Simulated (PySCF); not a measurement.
# BrH3: changing the method

Starting from one script, swap the method and compare what comes out for BrH3.

Method: each script names its method and basis; program: PySCF 2.14.0.

5 further runs of the same task are left out: 5 that didn't finish. Runs told in other sessions of the task aren't counted.

## (1) The starting structure

BrH3: 4 atoms, charge 0, spin multiplicity 1.

Bond lengths: Br1–H2 1.466 Å, Br1–H3 1.755 Å, Br1–H4 1.755 Å. Angles: H2–Br1–H3 83.7°, H2–Br1–H4 83.7°, H3–Br1–H4 167.3°.

Coordinates:

```xyz
4

Br    0.0000    0.0000   -0.0228
H     0.0000    0.0000    1.4432
H     1.7444    0.0000    0.1709
H    -1.7444    0.0000    0.1709
```

## (2) The run that the others are compared with

File input.py:

```python
from pyscf import gto, dft, tdscf

mol = gto.M(
    atom='Br 0 0 -0.0228; H 0 0 1.4432; H 1.7444 0 0.1709; H -1.7444 0 0.1709',
    basis='6-31g*',
    charge=0,
    spin=0,
    verbose=4,
)
mf = dft.RKS(mol, xc='tpss')
mf.kernel()
td = tdscf.TDA(mf)
td.nstates = 4
td.kernel()
td.analyze()
mf.dip_moment()
print('orbital energies (hartree):', mf.mo_energy[..., max(0, mol.nelec[1]-3):mol.nelec[0]+3].round(4))
```

Command:

```
$ OMP_NUM_THREADS=1 python input.py
```

The log of the run:

```text
PySCF version 2.14.0

[INPUT] verbose = 4
[INPUT] num. atoms = 4
[INPUT] num. electrons = 38
[INPUT] charge = 0
[INPUT] spin (= nelec alpha-beta = 2S) = 0
[INPUT] symmetry False subgroup None
[INPUT] Mole.unit = angstrom
[INPUT] Symbol           X                Y                Z      unit          X                Y                Z       unit  Magmom
[INPUT]  1 Br     0.000000000000   0.000000000000  -0.022800000000 AA    0.000000000000   0.000000000000  -0.043085755640 Bohr   0.0
[INPUT]  2 H      0.000000000000   0.000000000000   1.443200000000 AA    0.000000000000   0.000000000000   2.727252742972 Bohr   0.0
[INPUT]  3 H      1.744400000000   0.000000000000   0.170900000000 AA    3.296438251691   0.000000000000   0.322954194688 Bohr   0.0
[INPUT]  4 H     -1.744400000000   0.000000000000   0.170900000000 AA   -3.296438251691   0.000000000000   0.322954194688 Bohr   0.0

nuclear repulsion = 34.3810226609062
number of shells = 18
number of NR pGTOs = 107
number of NR cGTOs = 38
basis = 6-31g*
ecp = {}

******** <class 'pyscf.dft.rks.RKS'> ********
method = RKS
initial guess = minao
damping factor = 0
level_shift factor = 0
DIIS = <class 'pyscf.scf.diis.CDIIS'>
diis_start_cycle = 1
diis_space = 8
diis_damp = 0
SCF conv_tol = 1e-09
SCF conv_tol_grad = None
SCF max_cycles = 50
direct_scf = True
direct_scf_tol = 1e-13
XC library pyscf.dft.libxc version 7.0.0
    S. Lehtola, C. Steigemann, M. J.T. Oliveira, and M. A.L. Marques.,  SoftwareX 7, 1–5 (2018)
XC functionals = tpss
    J. Tao, J. P. Perdew, V. N. Staroverov, and G. E. Scuseria.,  Phys. Rev. Lett. 91, 146401 (2003)
    J. P. Perdew, J. Tao, V. N. Staroverov, and G. E. Scuseria.,  J. Chem. Phys. 120, 6898 (2004)
    J. Tao, J. P. Perdew, V. N. Staroverov, and G. E. Scuseria.,  Phys. Rev. Lett. 91, 146401 (2003)
    J. P. Perdew, J. Tao, V. N. Staroverov, and G. E. Scuseria.,  J. Chem. Phys. 120, 6898 (2004)
radial grids:
    Treutler-Ahlrichs [JCP 102, 346 (1995); DOI:10.1063/1.469408] (M4) radial grids

becke partition: Becke, JCP 88, 2547 (1988); DOI:10.1063/1.454033
pruning grids: <function nwchem_prune>
grids dens level: 3
symmetrized grids: False
atomic radii adjust function: <function treutler_atomic_radii_adjust>
small_rho_cutoff = 0
Set gradient conv threshold to 3.16228e-05
Initial guess from minao.
tot grids = 49848
init E= -2574.35536807066
  HOMO = -0.206986535508712  LUMO = -0.0444223816029545  gap/eV = 4.42360
cycle= 1 E= -2575.36796588705  delta_E= -1.01  |g|= 0.238  |ddm|=  1.9
  HOMO = -0.176346511093443  LUMO = -0.0882438529960856  gap/eV = 2.39740
cycle= 2 E= -2575.36993835187  delta_E= -0.00197  |g|= 0.219  |ddm|= 0.69
  HOMO = -0.182474854736263  LUMO = -0.0621915856924264  gap/eV = 3.27307
cycle= 3 E= -2575.37884435538  delta_E= -0.00891  |g|= 0.0241  |ddm|= 0.382
  HOMO = -0.185037952913386  LUMO = -0.0638433147513755  gap/eV = 3.29787
cycle= 4 E= -2575.37898960933  delta_E= -0.000145  |g|= 0.00744  |ddm|= 0.0467
  HOMO = -0.185057599078241  LUMO = -0.0645542824349041  gap/eV = 3.27906
cycle= 5 E= -2575.37900998216  delta_E= -2.04e-05  |g|= 0.00131  |ddm|= 0.0111
  HOMO = -0.184959759536271  LUMO = -0.0644271938248622  gap/eV = 3.27986
cycle= 6 E= -2575.37901053638  delta_E= -5.54e-07  |g|= 8.95e-05  |ddm|= 0.00193
  HOMO = -0.184950026467354  LUMO = -0.0643937497466025  gap/eV = 3.28050
cycle= 7 E= -2575.37901053952  delta_E= -3.14e-09  |g|= 2.64e-05  |ddm|= 0.000344
  HOMO = -0.184946775713151  LUMO = -0.0643989591265868  gap/eV = 3.28027
cycle= 8 E= -2575.37901053988  delta_E= -3.6e-10  |g|= 3.26e-06  |ddm|= 8.85e-05
  HOMO = -0.184947395254145  LUMO = -0.0643985050829903  gap/eV = 3.28030
Extra cycle  E= -2575.37901053988  delta_E= 2.27e-12  |g|= 3.81e-06  |ddm|= 1.5e-05
converged SCF energy = -2575.37901053988

******** <class 'pyscf.tdscf.rks.TDA'> for <class 'pyscf.dft.rks.RKS'> ********
nstates = 4 singlet
deg_eia_thresh = 1.000e-03
wfnsym = None
conv_tol = 1e-05
eigh lindep = 1e-12
eigh level_shift = 0
eigh max_cycle = 100

Excitation energies (eV)
[3.59067549 7.37152939 8.66221652 9.00261711]

** Singlet excitation energies and oscillator strengths **
Excited State   1:      3.59068 eV    345.29 nm  f=0.0009
      19 -> 20        0.70486
Excited State   2:      7.37153 eV    168.19 nm  f=0.0004
      18 -> 20        0.70476
Excited State   3:      8.66222 eV    143.13 nm  f=0.0000
      18 -> 21       -0.70690
Excited State   4:      9.00262 eV    137.72 nm  f=1.7627
      17 -> 20       -0.35191
      19 -> 21       -0.60126

** Transition electric dipole moments (AU) **
state          X           Y           Z        Dip. S.      Osc.
  1         0.0000      0.0000     -0.0995      0.0099      0.0009
  2         0.0000     -0.0479     -0.0000      0.0023      0.0004
  3         0.0000     -0.0000     -0.0000      0.0000      0.0000
  4         2.8270     -0.0000     -0.0000      7.9920      1.7627

** Transition velocity dipole moments (imaginary part, AU) **
state          X           Y           Z        Dip. S.      Osc.
  1        -0.0000     -0.0000     -0.0215      0.0005      0.0023
  2         0.0000      0.0617      0.0000      0.0038      0.0094
  3         0.0000     -0.0000      0.0000      0.0000      0.0000
  4         0.3095     -0.0000      0.0000      0.0958      0.1930

** Transition magnetic dipole moments (imaginary part, AU) **
state          X           Y           Z
  1         0.0000      0.0000      0.0000
  2         0.4774      0.0000     -0.0000
  3        -0.0000      0.0000     -0.4026
  4        -0.0000      0.4744      0.0000
Dipole moment(X, Y, Z, Debye): -0.00000, -0.00000,  0.84201
orbital energies (hartree): [-0.4176 -0.3192 -0.1849 -0.0644 -0.0087  0.2482]
```

Wall time 31 s (1 thread of Arm Neoverse N1, shared host); peak memory 0.29 GiB.

Base result: E(SCF) = -2575.379011 Eh, 8 cycles, μ = 0.84 D, excitations 3.59, 7.37, 8.66, 9.00 eV.

Spectrum from the printed roots.

excitation energy (eV) (relative intensity): 9.00 (100)

## (3) SCF alone

Variant 1 changes step after the SCF: tda → none.

Edit input.py of step 2 so:

```diff
@@ -1,2 +1,2 @@
-from pyscf import gto, dft, tdscf
+from pyscf import gto, dft
 
@@ -11,6 +11,2 @@
 mf.kernel()
-td = tdscf.TDA(mf)
-td.nstates = 4
-td.kernel()
-td.analyze()
 mf.dip_moment()
```

Command:

```
$ OMP_NUM_THREADS=1 python input.py
```

The log of the run:

```text
[... 55 set-up lines left out, the same as in an earlier log ...]
init E= -2574.35536807066
  HOMO = -0.206986535508712  LUMO = -0.0444223816029545  gap/eV = 4.42360
cycle= 1 E= -2575.36796588705  delta_E= -1.01  |g|= 0.238  |ddm|=  1.9
  HOMO = -0.176346511093443  LUMO = -0.0882438529960856  gap/eV = 2.39740
cycle= 2 E= -2575.36993835187  delta_E= -0.00197  |g|= 0.219  |ddm|= 0.69
  HOMO = -0.182474854736263  LUMO = -0.0621915856924264  gap/eV = 3.27307
cycle= 3 E= -2575.37884435538  delta_E= -0.00891  |g|= 0.0241  |ddm|= 0.382
  HOMO = -0.185037952913386  LUMO = -0.0638433147513755  gap/eV = 3.29787
cycle= 4 E= -2575.37898960933  delta_E= -0.000145  |g|= 0.00744  |ddm|= 0.0467
  HOMO = -0.185057599078241  LUMO = -0.0645542824349041  gap/eV = 3.27906
cycle= 5 E= -2575.37900998216  delta_E= -2.04e-05  |g|= 0.00131  |ddm|= 0.0111
  HOMO = -0.184959759536271  LUMO = -0.0644271938248622  gap/eV = 3.27986
cycle= 6 E= -2575.37901053638  delta_E= -5.54e-07  |g|= 8.95e-05  |ddm|= 0.00193
  HOMO = -0.184950026467354  LUMO = -0.0643937497466025  gap/eV = 3.28050
cycle= 7 E= -2575.37901053952  delta_E= -3.14e-09  |g|= 2.64e-05  |ddm|= 0.000344
  HOMO = -0.184946775713151  LUMO = -0.0643989591265868  gap/eV = 3.28027
cycle= 8 E= -2575.37901053988  delta_E= -3.6e-10  |g|= 3.26e-06  |ddm|= 8.85e-05
  HOMO = -0.184947395254145  LUMO = -0.0643985050829903  gap/eV = 3.28030
Extra cycle  E= -2575.37901053988  delta_E= 2.27e-12  |g|= 3.81e-06  |ddm|= 1.5e-05
converged SCF energy = -2575.37901053988
Dipole moment(X, Y, Z, Debye): -0.00000, -0.00000,  0.84201
orbital energies (hartree): [-0.4176 -0.3192 -0.1849 -0.0644 -0.0087  0.2482]
```

Wall time 4.1 s (1 thread of Arm Neoverse N1, shared host).

Result: E(SCF) = -2575.379011 Eh (no change), 8 cycles, μ = 0.84 D.

## (4) Tpssh

Variant 2 changes functional: tpss → tpssh.

Edit input.py of step 2 so:

```diff
@@ -9,3 +9,3 @@
 )
-mf = dft.RKS(mol, xc='tpss')
+mf = dft.RKS(mol, xc='tpssh')
 mf.kernel()
```

Command:

```
$ OMP_NUM_THREADS=1 python input.py
```

The log of the run:

```text
[... 38 set-up lines left out, the same as in an earlier log ...]
XC functionals = tpssh
    V. N. Staroverov, G. E. Scuseria, J. Tao, and J. P. Perdew.,  J. Chem. Phys. 119, 12129 (2003)
[... 12 set-up lines left out, the same as in an earlier log ...]
init E= -2574.34728591028
  HOMO = -0.205711201471778  LUMO = -0.0368630003748098  gap/eV = 4.59459
cycle= 1 E= -2575.36921898887  delta_E= -1.02  |g|= 0.217  |ddm|= 1.89
  HOMO = -0.191185821145616  LUMO = -0.0752174507637067  gap/eV = 3.15566
cycle= 2 E= -2575.37473465644  delta_E= -0.00552  |g|= 0.176  |ddm|= 0.569
  HOMO = -0.195622802707471  LUMO = -0.0505663778830465  gap/eV = 3.94719
cycle= 3 E= -2575.37999827796  delta_E= -0.00526  |g|= 0.018  |ddm|= 0.229
  HOMO = -0.198249430389764  LUMO = -0.0500387527979642  gap/eV = 4.03302
cycle= 4 E= -2575.38006518946  delta_E= -6.69e-05  |g|= 0.00526  |ddm|= 0.0312
  HOMO = -0.198195820416601  LUMO = -0.0503088010670867  gap/eV = 4.02421
cycle= 5 E= -2575.38007432234  delta_E= -9.13e-06  |g|= 0.00107  |ddm|= 0.00818
  HOMO = -0.198114162198581  LUMO = -0.0503770158929262  gap/eV = 4.02013
cycle= 6 E= -2575.38007470077  delta_E= -3.78e-07  |g|= 6.06e-05  |ddm|= 0.00194
  HOMO = -0.198107495784092  LUMO = -0.0503566346013118  gap/eV = 4.02051
cycle= 7 E= -2575.38007470211  delta_E= -1.34e-09  |g|= 2.32e-05  |ddm|= 0.000189
  HOMO = -0.198107311058749  LUMO = -0.0503611364399426  gap/eV = 4.02038
cycle= 8 E= -2575.38007470231  delta_E= -2.06e-10  |g|= 8.57e-07  |ddm|= 4.65e-05
  HOMO = -0.198107348925253  LUMO = -0.0503613772911411  gap/eV = 4.02037
Extra cycle  E= -2575.38007470231  delta_E= 4.55e-13  |g|= 5.87e-07  |ddm|= 2.31e-06
converged SCF energy = -2575.38007470231

******** <class 'pyscf.tdscf.rks.TDA'> for <class 'pyscf.dft.rks.RKS'> ********
nstates = 4 singlet
deg_eia_thresh = 1.000e-03
wfnsym = None
conv_tol = 1e-05
eigh lindep = 1e-12
eigh level_shift = 0
eigh max_cycle = 100

Excitation energies (eV)
[3.67384166 7.47262067 8.74574172 8.97840723]

** Singlet excitation energies and oscillator strengths **
Excited State   1:      3.67384 eV    337.48 nm  f=0.0009
      19 -> 20       -0.70515
Excited State   2:      7.47262 eV    165.92 nm  f=0.0004
      18 -> 20        0.70480
Excited State   3:      8.74574 eV    141.77 nm  f=0.0000
      18 -> 21        0.70691
Excited State   4:      8.97841 eV    138.09 nm  f=2.0898
      17 -> 20       -0.26921
      19 -> 21       -0.64180

** Transition electric dipole moments (AU) **
state          X           Y           Z        Dip. S.      Osc.
  1        -0.0000     -0.0000      0.1013      0.0103      0.0009
  2        -0.0000     -0.0496     -0.0000      0.0025      0.0004
  3        -0.0000      0.0000     -0.0000      0.0000      0.0000
  4         3.0823     -0.0000      0.0000      9.5006      2.0898

** Transition velocity dipole moments (imaginary part, AU) **
state          X           Y           Z        Dip. S.      Osc.
  1        -0.0000      0.0000      0.0217      0.0005      0.0023
  2         0.0000      0.0641      0.0000      0.0041      0.0100
  3        -0.0000      0.0000     -0.0000      0.0000      0.0000
  4         0.3663     -0.0000      0.0000      0.1342      0.2711

** Transition magnetic dipole moments (imaginary part, AU) **
state          X           Y           Z
  1        -0.0000     -0.0000      0.0000
  2         0.4753     -0.0000     -0.0000
  3         0.0000     -0.0000      0.4098
  4         0.0000      0.4440      0.0000
Dipole moment(X, Y, Z, Debye): -0.00000, -0.00000,  0.85779
orbital energies (hartree): [-0.4403 -0.34   -0.1981 -0.0504  0.0031  0.2627]
```

Wall time 31 s (1 thread of Arm Neoverse N1, shared host).

Result: E(SCF) = -2575.380075 Eh, 8 cycles, μ = 0.86 D, excitations 3.67, 7.47, 8.75, 8.98 eV.

Spectrum from the printed roots.

excitation energy (eV) (relative intensity): 8.98 (100)

## (5) TDDFT

Variant 3 changes step after the SCF: tda → tddft; number of roots: 4 → 3.

Edit input.py of step 2 so:

```diff
@@ -11,4 +11,4 @@
 mf.kernel()
-td = tdscf.TDA(mf)
-td.nstates = 4
+td = tdscf.TDDFT(mf)
+td.nstates = 3
 td.kernel()
```

Command:

```
$ OMP_NUM_THREADS=1 python input.py
```

The log of the run:

```text
[... 55 set-up lines left out, the same as in an earlier log ...]
init E= -2574.35536807066
  HOMO = -0.206986535508712  LUMO = -0.0444223816029545  gap/eV = 4.42360
cycle= 1 E= -2575.36796588705  delta_E= -1.01  |g|= 0.238  |ddm|=  1.9
  HOMO = -0.176346511093443  LUMO = -0.0882438529960856  gap/eV = 2.39740
cycle= 2 E= -2575.36993835187  delta_E= -0.00197  |g|= 0.219  |ddm|= 0.69
  HOMO = -0.182474854736263  LUMO = -0.0621915856924264  gap/eV = 3.27307
cycle= 3 E= -2575.37884435538  delta_E= -0.00891  |g|= 0.0241  |ddm|= 0.382
  HOMO = -0.185037952913386  LUMO = -0.0638433147513755  gap/eV = 3.29787
cycle= 4 E= -2575.37898960933  delta_E= -0.000145  |g|= 0.00744  |ddm|= 0.0467
  HOMO = -0.185057599078241  LUMO = -0.0645542824349041  gap/eV = 3.27906
cycle= 5 E= -2575.37900998216  delta_E= -2.04e-05  |g|= 0.00131  |ddm|= 0.0111
  HOMO = -0.184959759536271  LUMO = -0.0644271938248622  gap/eV = 3.27986
cycle= 6 E= -2575.37901053638  delta_E= -5.54e-07  |g|= 8.95e-05  |ddm|= 0.00193
  HOMO = -0.184950026467354  LUMO = -0.0643937497466025  gap/eV = 3.28050
cycle= 7 E= -2575.37901053952  delta_E= -3.14e-09  |g|= 2.64e-05  |ddm|= 0.000344
  HOMO = -0.184946775713151  LUMO = -0.0643989591265868  gap/eV = 3.28027
cycle= 8 E= -2575.37901053988  delta_E= -3.6e-10  |g|= 3.26e-06  |ddm|= 8.85e-05
  HOMO = -0.184947395254145  LUMO = -0.0643985050829903  gap/eV = 3.28030
Extra cycle  E= -2575.37901053988  delta_E= 2.27e-12  |g|= 3.81e-06  |ddm|= 1.5e-05
converged SCF energy = -2575.37901053988

******** <class 'pyscf.tdscf.rks.CasidaTDDFT'> for <class 'pyscf.dft.rks.RKS'> ********
nstates = 3 singlet
deg_eia_thresh = 1.000e-03
wfnsym = None
conv_tol = 1e-05
eigh lindep = 1e-12
eigh level_shift = 0
eigh max_cycle = 100

Excitation energies (eV)
[3.53934777 7.31675082 7.89934688]

** Singlet excitation energies and oscillator strengths **
Excited State   1:      3.53935 eV    350.30 nm  f=0.0007
      19 -> 20       -0.70660
Excited State   2:      7.31675 eV    169.45 nm  f=0.0000
      18 -> 20        0.70612
Excited State   3:      7.89935 eV    156.95 nm  f=1.3317
      17 -> 20        0.13369
      19 -> 21        0.71143

** Transition electric dipole moments (AU) **
state          X           Y           Z        Dip. S.      Osc.
  1        -0.0000     -0.0000      0.0917      0.0084      0.0007
  2        -0.0000     -0.0102     -0.0000      0.0001      0.0000
  3        -2.6231      0.0000     -0.0000      6.8809      1.3317

** Transition velocity dipole moments (imaginary part, AU) **
state          X           Y           Z        Dip. S.      Osc.
  1         0.0000      0.0000      0.0163      0.0003      0.0014
  2        -0.0000      0.0026      0.0000      0.0000      0.0000
  3        -0.6853      0.0000      0.0000      0.4696      1.0785

** Transition magnetic dipole moments (imaginary part, AU) **
state          X           Y           Z
  1        -0.0000     -0.0000      0.0000
  2         0.4844     -0.0000     -0.0000
  3        -0.0000     -0.4128     -0.0000
Dipole moment(X, Y, Z, Debye): -0.00000, -0.00000,  0.84201
orbital energies (hartree): [-0.4176 -0.3192 -0.1849 -0.0644 -0.0087  0.2482]
```

It took 20 s on 1 thread of Arm Neoverse N1, shared host.

Result: E(SCF) = -2575.379011 Eh (no change), 8 cycles, μ = 0.84 D, excitations 3.54, 7.32, 7.90 eV.

The absorption lines that the run found.

excitation energy (eV) (relative intensity): 7.90 (100)

## (6) Hse06

Variant 4 changes functional: tpss → hse06.

Edit input.py of step 2 so:

```diff
@@ -9,3 +9,3 @@
 )
-mf = dft.RKS(mol, xc='tpss')
+mf = dft.RKS(mol, xc='hse06')
 mf.kernel()
```

Command:

```
$ OMP_NUM_THREADS=1 python input.py
```

The log of the run:

```text
[... 38 set-up lines left out, the same as in an earlier log ...]
XC functionals = hse06
    J. Heyd, G. E. Scuseria, and M. Ernzerhof.,  J. Chem. Phys. 118, 8207 (2003)
    J. Heyd, G. E. Scuseria, and M. Ernzerhof.,  J. Chem. Phys. 124, 219906 (2006)
    A. V. Krukau, O. A. Vydrov, A. F. Izmaylov, and G. E. Scuseria.,  J. Chem. Phys. 125, 224106 (2006)
[... 12 set-up lines left out, the same as in an earlier log ...]
init E= -2574.10805297542
  HOMO = -0.201734122624392  LUMO = -0.0326637126833758  gap/eV = 4.60064
cycle= 1 E= -2575.12591182517  delta_E= -1.02  |g|= 0.186  |ddm|= 1.89
  HOMO = -0.192369034058793  LUMO = -0.072309752125526  gap/eV = 3.26698
cycle= 2 E= -2575.13194952245  delta_E= -0.00604  |g|= 0.138  |ddm|= 0.554
  HOMO = -0.196099549257255  LUMO = -0.0481270748167759  gap/eV = 4.02654
cycle= 3 E= -2575.13586605386  delta_E= -0.00392  |g|= 0.0131  |ddm|= 0.188
  HOMO = -0.197847355401526  LUMO = -0.0471119957749702  gap/eV = 4.10172
cycle= 4 E= -2575.13589777358  delta_E= -3.17e-05  |g|= 0.00393  |ddm|= 0.0211
  HOMO = -0.197653589935149  LUMO = -0.0471995723326124  gap/eV = 4.09406
cycle= 5 E= -2575.13590228178  delta_E= -4.51e-06  |g|= 0.00103  |ddm|= 0.00642
  HOMO = -0.197605673454546  LUMO = -0.0472376528518277  gap/eV = 4.09172
cycle= 6 E= -2575.13590261632  delta_E= -3.35e-07  |g|= 6.26e-05  |ddm|= 0.00191
  HOMO = -0.197610700927706  LUMO = -0.0472222623819301  gap/eV = 4.09228
cycle= 7 E= -2575.13590261787  delta_E= -1.54e-09  |g|= 2.12e-05  |ddm|= 0.000159
  HOMO = -0.197612327580614  LUMO = -0.0472252078334368  gap/eV = 4.09224
cycle= 8 E= -2575.13590261803  delta_E= -1.62e-10  |g|= 1.34e-06  |ddm|= 4.45e-05
  HOMO = -0.197612390861043  LUMO = -0.0472246215261682  gap/eV = 4.09226
Extra cycle  E= -2575.13590261804  delta_E= -6.82e-12  |g|= 8.92e-07  |ddm|= 4.47e-06
converged SCF energy = -2575.13590261804

******** <class 'pyscf.tdscf.rks.TDA'> for <class 'pyscf.dft.rks.RKS'> ********
nstates = 4 singlet
deg_eia_thresh = 1.000e-03
wfnsym = None
conv_tol = 1e-05
eigh lindep = 1e-12
eigh level_shift = 0
eigh max_cycle = 100

Excitation energies (eV)
[3.56973284 7.38990105 8.76483139 8.9664992 ]

** Singlet excitation energies and oscillator strengths **
Excited State   1:      3.56973 eV    347.32 nm  f=0.0009
      19 -> 20       -0.70533
Excited State   2:      7.38990 eV    167.78 nm  f=0.0002
      18 -> 20       -0.70474
Excited State   3:      8.76483 eV    141.46 nm  f=0.0000
      18 -> 21       -0.70671
Excited State   4:      8.96650 eV    138.27 nm  f=2.1821
      17 -> 20        0.24029
      19 -> 21        0.65263

** Transition electric dipole moments (AU) **
state          X           Y           Z        Dip. S.      Osc.
  1         0.0000     -0.0000      0.1015      0.0103      0.0009
  2         0.0000      0.0338     -0.0000      0.0011      0.0002
  3         0.0000     -0.0000     -0.0000      0.0000      0.0000
  4        -3.1517     -0.0000      0.0000      9.9333      2.1821

** Transition velocity dipole moments (imaginary part, AU) **
state          X           Y           Z        Dip. S.      Osc.
  1         0.0000     -0.0000      0.0207      0.0004      0.0022
  2         0.0000     -0.0694     -0.0000      0.0048      0.0118
  3         0.0000     -0.0000     -0.0000      0.0000      0.0000
  4        -0.3829     -0.0000     -0.0000      0.1466      0.2967

** Transition magnetic dipole moments (imaginary part, AU) **
state          X           Y           Z
  1        -0.0000     -0.0000     -0.0000
  2        -0.4671      0.0000     -0.0000
  3         0.0000      0.0000     -0.4016
  4        -0.0000     -0.4303     -0.0000
Dipole moment(X, Y, Z, Debye): -0.00000, -0.00000,  0.88132
orbital energies (hartree): [-0.4521 -0.3495 -0.1976 -0.0472  0.0082  0.2593]
```

It took 19 s on 1 thread of Arm Neoverse N1, shared host.

Result: E(SCF) = -2575.135903 Eh, 8 cycles, μ = 0.88 D, excitations 3.57, 7.39, 8.76, 8.97 eV.

Spectrum from the printed roots.

excitation energy (eV) (relative intensity): 8.97 (100)

## (7) All runs together

| run | E(SCF) (hartree) | from base (eV) | cycles | gap (eV) | SCF dipole (D) | after the SCF |
| --- | --- | --- | --- | --- | --- | --- |
| base | -2575.379011 | 0 | 8 | 3.28 | 0.84 | lowest root found 3.59 eV |
| SCF alone | -2575.379011 | 0.0000 | 8 | 3.28 | 0.84 | n/a |
| tpssh | -2575.380075 | not comparable | 8 | 4.02 | 0.86 | lowest root found 3.67 eV |
| TDDFT | -2575.379011 | 0.0000 | 8 | 3.28 | 0.84 | lowest root found 3.54 eV |
| hse06 | -2575.135903 | not comparable | 8 | 4.09 | 0.88 | lowest root found 3.57 eV |

Wall time on 1 thread of Arm Neoverse N1, shared host, start-up included: base 31 s; SCF alone 4.1 s; tpssh 31 s; TDDFT 20 s; hse06 19 s.

What this shows: The gap between the frontier levels is 3.3 eV with tpss (0 % exact exchange) and 4.0 eV with tpssh (10 %). Total energies of different functionals can't be compared with each other; differences within one functional can.
